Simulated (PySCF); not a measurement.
**AlH₂Br: NMR shifts at several levels of theory**

Aim: compute the NMR shifts of AlH₂Br (`[AlH2][Br]`) at several levels, and see how far they spread and what each costs.

The runs use PySCF 2.14.0, with density-fitted response routines of our own; the level of theory stands in each step. All values are computed, except where a source is named. Atoms count from 0, in the outputs and in this text.

### 1 The molecule as given

4 atoms, charge 0, multiplicity 1; geometry from: GFN2-xTB. The atoms were then displaced at random by about 0.01 Å, so the start is not that level's minimum.

Bonds of the start (Å): Al0–Br1 2.22, Al0–H2 1.58, Al0–H3 1.50.

### 2 Relaxing the molecule at PBE0-D3(BJ)/def2-SVP

What the job is given:

```
{"job": {"xc": "PBE0", "basis": "def2-SVP", "d3": "d3bj", "grid": 1, "shake": 0.01, "kind": "geom"}, "charge": 0, "multiplicity": 1}
Al    -0.142850    -0.016760    -0.192830
Br     2.042930    -0.107610    -0.541750
H     -0.977130     1.249480    -0.627130
H     -0.884960    -1.150490     0.457070
```

Run with:

```sh
OMP_NUM_THREADS=1 python probes_run.py task.json out
```

The driver reads the jobs from task.json and runs them one after another.

What it wrote:

```text
step   0  E = -2817.02631915  max force = 0.021245
step   1  E = -2817.02909696  max force = 0.005727
step   2  E = -2817.02928972  max force = 0.001539
step   3  E = -2817.02929984  max force = 0.000526
step   4  E = -2817.02929723  max force = 0.000851
step   5  E = -2817.02929964  max force = 0.000304
optimisation converged
```

Run time: 11 s. Hardware: 1 thread of Arm Neoverse N1, shared host; peak memory 0.28 GiB.

Step by step:

```tsv
step	energy from step 0 (eV)	largest force component (eV/Å)
0	0.0000	1.0925
1	-0.0756	0.2945
2	-0.0808	0.0791
3	-0.0811	0.0270
4	-0.0810	0.0438
5	-0.0811	0.0156
```

Close pairs (by a distance rule), those that changed most:

```tsv
bond	before (Å)	after (Å)	change (Å)
Al0–H3	1.503	1.578	+0.076
Al0–Br1	2.215	2.259	+0.043
Al0–H2	1.577	1.580	+0.003
```

The next job starts from the end point, and lists it.

```tsv
at the end point	value
point group (found at 0.08 Å tolerance)	C2v
rotational constants (GHz, main isotopes)	127.9, 4.430, 4.282
dipole moment (D)	1.21
```

### 3 NMR shieldings: PBE0/pcSseg-2

What the job is given:

```
{"job": {"kind": "nmr", "xc": "PBE0", "basis": "pcSseg-2", "pop": false}, "charge": 0, "multiplicity": 1}
Al    -0.308269    -0.112804    -0.161890
Br     1.925254    -0.285064    -0.449198
H     -1.014020     1.209461    -0.661874
H     -1.045784    -1.324425     0.530602
```

With the program's defaults for keys left out, this is: GIAO PBE0/pcSseg-2 NMR shielding, non-relativistic, gas phase.

What it wrote:

```text
coarse grid: 18632 points
cycle   1  E = -2817.4513647586  dE = -1.341e+00  |g| = 9.261e-01  |ddm| = 1.661e+00
cycle   2  E = -2817.4630331848  dE = -1.167e-02  |g| = 5.263e-01  |ddm| = 3.623e-01
cycle   3  E = -2817.4749888322  dE = -1.196e-02  |g| = 8.359e-02  |ddm| = 1.796e-01
cycle   4  E = -2817.4755203103  dE = -5.315e-04  |g| = 1.235e-02  |ddm| = 3.869e-02
cycle   5  E = -2817.4755596270  dE = -3.932e-05  |g| = 1.566e-03  |ddm| = 9.947e-03
cycle   6  E = -2817.4755600437  dE = -4.167e-07  |g| = 7.019e-04  |ddm| = 1.712e-03
final grid: 35712 points
cycle   7  E = -2817.4755480865  dE =  1.418e-08  |g| = 9.282e-04  |ddm| = 1.383e-03
cycle   8  E = -2817.4755480307  dE =  5.573e-08  |g| = 1.203e-03  |ddm| = 1.399e-03
cycle   9  E = -2817.4755482212  dE = -1.905e-07  |g| = 4.197e-05  |ddm| = 7.022e-04
cycle  10  E = -2817.4755482217  dE = -4.611e-10  |g| = 1.291e-06  |ddm| = 4.573e-05
converged SCF energy = -2817.4755482217

GIAO shielding tensors (ppm)
atom      isotropic    diamagn.    paramagn.     s11        s22        s33       span
  0 Al     315.756     791.839    -476.083    259.433    330.374    357.462     98.029
  1 Br    2502.713    3124.908    -622.195   2005.369   2700.228   2802.542    797.173
  2 H       25.914      27.469      -1.555     22.723     23.805     31.213      8.489
  3 H       25.925      27.474      -1.548     22.715     23.821     31.241      8.527
```

Wall time 9 s (1 thread of Arm Neoverse N1, shared host); peak memory 0.53 GiB.

Shifts follow as δ = σ(reference) − σ, with reference shieldings (ppm) from runs at the same level and on the same kind of geometry: 1H TMS 31.25, 27Al AlH4- 485.2, 79Br HBr 2592. The references are single molecules in the gas phase. Shifts against hydride references such as AlH4− lie on their own scale. Atoms listed in one row are averaged.

```tsv
atoms	environment	σ (ppm)	δ (ppm)
H2, H3	hydrogen on an aluminium bonded to Br	25.92	5.33
Al0	aluminium bonded to Br, 2 H	315.8	169.5
Br1	bromine bonded to Al	2503	89
```

### 4 NMR shieldings: mPW1PW91/pcSseg-2

What the job is given:

```
{"job": {"kind": "nmr", "xc": "mPW1PW91", "basis": "pcSseg-2", "pop": false}, "charge": 0, "multiplicity": 1}
Al    -0.308269    -0.112804    -0.161890
Br     1.925254    -0.285064    -0.449198
H     -1.014020     1.209461    -0.661874
H     -1.045784    -1.324425     0.530602
```

Method: GIAO mPW1PW91/pcSseg-2 NMR shielding, non-relativistic, gas phase.

What it wrote:

```text
coarse grid: 18632 points
cycle   1  E = -2818.0644724339  dE = -1.339e+00  |g| = 9.128e-01  |ddm| = 1.661e+00
cycle   2  E = -2818.0760885986  dE = -1.162e-02  |g| = 5.124e-01  |ddm| = 3.651e-01
cycle   3  E = -2818.0877445451  dE = -1.166e-02  |g| = 8.253e-02  |ddm| = 1.822e-01
cycle   4  E = -2818.0882965084  dE = -5.520e-04  |g| = 1.287e-02  |ddm| = 4.002e-02
cycle   5  E = -2818.0883402584  dE = -4.375e-05  |g| = 1.913e-03  |ddm| = 1.033e-02
cycle   6  E = -2818.0883408985  dE = -6.401e-07  |g| = 6.995e-04  |ddm| = 1.992e-03
final grid: 35712 points
cycle   7  E = -2818.0883248313  dE =  4.297e-09  |g| = 8.970e-04  |ddm| = 1.370e-03
cycle   8  E = -2818.0883247841  dE =  4.724e-08  |g| = 1.166e-03  |ddm| = 1.347e-03
cycle   9  E = -2818.0883249528  dE = -1.687e-07  |g| = 4.488e-05  |ddm| = 6.647e-04
cycle  10  E = -2818.0883249534  dE = -5.416e-10  |g| = 1.436e-06  |ddm| = 5.001e-05
converged SCF energy = -2818.0883249534

GIAO shielding tensors (ppm)
atom      isotropic    diamagn.    paramagn.     s11        s22        s33       span
  0 Al     317.735     791.963    -474.227    263.446    332.247    357.512     94.067
  1 Br    2506.243    3125.165    -618.922   2012.190   2706.496   2800.044    787.854
  2 H       26.010      27.557      -1.548     22.823     23.898     31.307      8.484
  3 H       26.021      27.562      -1.540     22.815     23.913     31.336      8.521
```

It took 9.2 s on 1 thread of Arm Neoverse N1, shared host; peak memory 0.65 GiB.

In short: δ Al0 166.6, Br1 77, H2 5.28 ppm (means over like atoms).

### 5 Shielding tensors: WP04/pcSseg-2

What the job is given:

```
{"job": {"kind": "nmr", "xc": "WP04", "basis": "pcSseg-2", "pop": false}, "charge": 0, "multiplicity": 1}
Al    -0.308269    -0.112804    -0.161890
Br     1.925254    -0.285064    -0.449198
H     -1.014020     1.209461    -0.661874
H     -1.045784    -1.324425     0.530602
```

With the program's defaults for keys left out, this is: GIAO WP04/pcSseg-2 NMR shielding, non-relativistic, gas phase.

What it wrote:

```text
coarse grid: 18632 points
cycle   1  E = -2833.5947406296  dE = -1.292e+00  |g| = 5.551e-01  |ddm| = 1.701e+00
cycle   2  E = -2833.5913380632  dE =  3.403e-03  |g| = 3.493e-01  |ddm| = 6.464e-01
cycle   3  E = -2833.6122991677  dE = -2.096e-02  |g| = 2.470e-01  |ddm| = 4.892e-01
cycle   4  E = -2833.6210903105  dE = -8.791e-03  |g| = 2.115e-02  |ddm| = 1.382e-01
cycle   5  E = -2833.6212415022  dE = -1.512e-04  |g| = 2.216e-03  |ddm| = 2.781e-02
cycle   6  E = -2833.6212425389  dE = -1.037e-06  |g| = 4.308e-04  |ddm| = 2.346e-03
final grid: 35712 points
cycle   7  E = -2833.6212280050  dE = -4.423e-08  |g| = 4.017e-04  |ddm| = 9.621e-04
cycle   8  E = -2833.6212280080  dE = -2.961e-09  |g| = 4.563e-04  |ddm| = 5.750e-04
cycle   9  E = -2833.6212280320  dE = -2.402e-08  |g| = 2.921e-05  |ddm| = 2.493e-04
cycle  10  E = -2833.6212280322  dE = -1.951e-10  |g| = 6.415e-06  |ddm| = 3.153e-05
converged SCF energy = -2833.6212280322

GIAO shielding tensors (ppm)
atom      isotropic    diamagn.    paramagn.     s11        s22        s33       span
  0 Al     340.274     793.814    -453.540    305.867    354.492    360.463     54.596
  1 Br    2539.985    3132.397    -592.413   2096.329   2739.245   2784.380    688.051
  2 H       27.244      28.589      -1.346     24.056     25.144     32.532      8.476
  3 H       27.256      28.588      -1.332     24.048     25.159     32.561      8.512
```

Wall time 9 s (1 thread of Arm Neoverse N1, shared host); peak memory 0.65 GiB.

This run: δ Al0 138.5, Br1 -70, H2 4.36 ppm (means over like atoms).

### 6 Shielding tensors: B97-2/pcSseg-2

What the job is given:

```
{"job": {"kind": "nmr", "xc": "B97-2", "basis": "pcSseg-2", "pop": false}, "charge": 0, "multiplicity": 1}
Al    -0.308269    -0.112804    -0.161890
Br     1.925254    -0.285064    -0.449198
H     -1.014020     1.209461    -0.661874
H     -1.045784    -1.324425     0.530602
```

Level: GIAO B97-2/pcSseg-2 NMR shielding, non-relativistic, gas phase.

What it wrote:

```text
coarse grid: 18632 points
cycle   1  E = -2818.5601664375  dE = -1.336e+00  |g| = 8.164e-01  |ddm| = 1.667e+00
cycle   2  E = -2818.5700811245  dE = -9.915e-03  |g| = 3.973e-01  |ddm| = 3.834e-01
cycle   3  E = -2818.5794348716  dE = -9.354e-03  |g| = 8.091e-02  |ddm| = 2.170e-01
cycle   4  E = -2818.5804427883  dE = -1.008e-03  |g| = 2.588e-02  |ddm| = 6.993e-02
cycle   5  E = -2818.5806015390  dE = -1.588e-04  |g| = 3.255e-03  |ddm| = 2.021e-02
cycle   6  E = -2818.5806031479  dE = -1.609e-06  |g| = 5.804e-04  |ddm| = 2.950e-03
final grid: 35712 points
cycle   7  E = -2818.5805886234  dE = -4.489e-08  |g| = 6.150e-04  |ddm| = 1.031e-03
cycle   8  E = -2818.5805886212  dE =  2.183e-09  |g| = 7.573e-04  |ddm| = 8.614e-04
cycle   9  E = -2818.5805886738  dE = -5.262e-08  |g| = 4.757e-05  |ddm| = 3.817e-04
cycle  10  E = -2818.5805886744  dE = -5.866e-10  |g| = 7.158e-06  |ddm| = 4.471e-05
converged SCF energy = -2818.5805886744

GIAO shielding tensors (ppm)
atom      isotropic    diamagn.    paramagn.     s11        s22        s33       span
  0 Al     332.955     791.965    -459.011    283.285    347.654    367.925     84.639
  1 Br    2515.693    3126.274    -610.581   2031.283   2714.251   2801.546    770.263
  2 H       26.194      27.714      -1.520     23.002     24.081     31.498      8.496
  3 H       26.205      27.718      -1.512     22.993     24.097     31.526      8.534
```

Wall time 8.8 s (1 thread of Arm Neoverse N1, shared host); peak memory 0.65 GiB.

In short: δ Al0 159.4, Br1 57, H2 5.16 ppm (means over like atoms).

### 7 Shielding tensors: BHandHLYP/pcSseg-2

What the job is given:

```
{"job": {"kind": "nmr", "xc": "BHandHLYP", "basis": "pcSseg-2", "pop": false}, "charge": 0, "multiplicity": 1}
Al    -0.308269    -0.112804    -0.161890
Br     1.925254    -0.285064    -0.449198
H     -1.014020     1.209461    -0.661874
H     -1.045784    -1.324425     0.530602
```

Method: GIAO BHandHLYP/pcSseg-2 NMR shielding, non-relativistic, gas phase.

What it wrote:

```text
coarse grid: 18632 points
cycle   1  E = -2817.8585608328  dE = -1.373e+00  |g| = 7.942e-01  |ddm| = 1.612e+00
cycle   2  E = -2817.8746710575  dE = -1.611e-02  |g| = 3.907e-01  |ddm| = 3.471e-01
cycle   3  E = -2817.8823819288  dE = -7.711e-03  |g| = 5.578e-02  |ddm| = 1.463e-01
cycle   4  E = -2817.8826215441  dE = -2.396e-04  |g| = 6.616e-03  |ddm| = 2.207e-02
cycle   5  E = -2817.8826304996  dE = -8.956e-06  |g| = 1.707e-03  |ddm| = 7.411e-03
final grid: 35712 points
cycle   6  E = -2817.8826241011  dE = -4.455e-07  |g| = 1.688e-03  |ddm| = 2.854e-03
cycle   7  E = -2817.8826241706  dE = -6.953e-08  |g| = 1.744e-03  |ddm| = 1.731e-03
cycle   8  E = -2817.8826243919  dE = -2.213e-07  |g| = 7.041e-05  |ddm| = 7.090e-04
cycle   9  E = -2817.8826243932  dE = -1.318e-09  |g| = 1.045e-05  |ddm| = 8.718e-05
cycle  10  E = -2817.8826243933  dE = -7.640e-11  |g| = 1.329e-06  |ddm| = 2.817e-05
converged SCF energy = -2817.8826243933

GIAO shielding tensors (ppm)
atom      isotropic    diamagn.    paramagn.     s11        s22        s33       span
  0 Al     328.959     791.101    -462.142    275.351    348.151    363.373     88.022
  1 Br    2558.291    3125.451    -567.160   2101.114   2758.767   2814.993    713.879
  2 H       26.376      27.706      -1.330     23.123     24.290     31.714      8.591
  3 H       26.389      27.711      -1.322     23.116     24.307     31.743      8.627
```

It took 9.2 s on 1 thread of Arm Neoverse N1, shared host; peak memory 0.65 GiB.

This run: δ Al0 159.2, Br1 25, H2 5.07 ppm (means over like atoms).

(Part 1 of 2 ends here.)
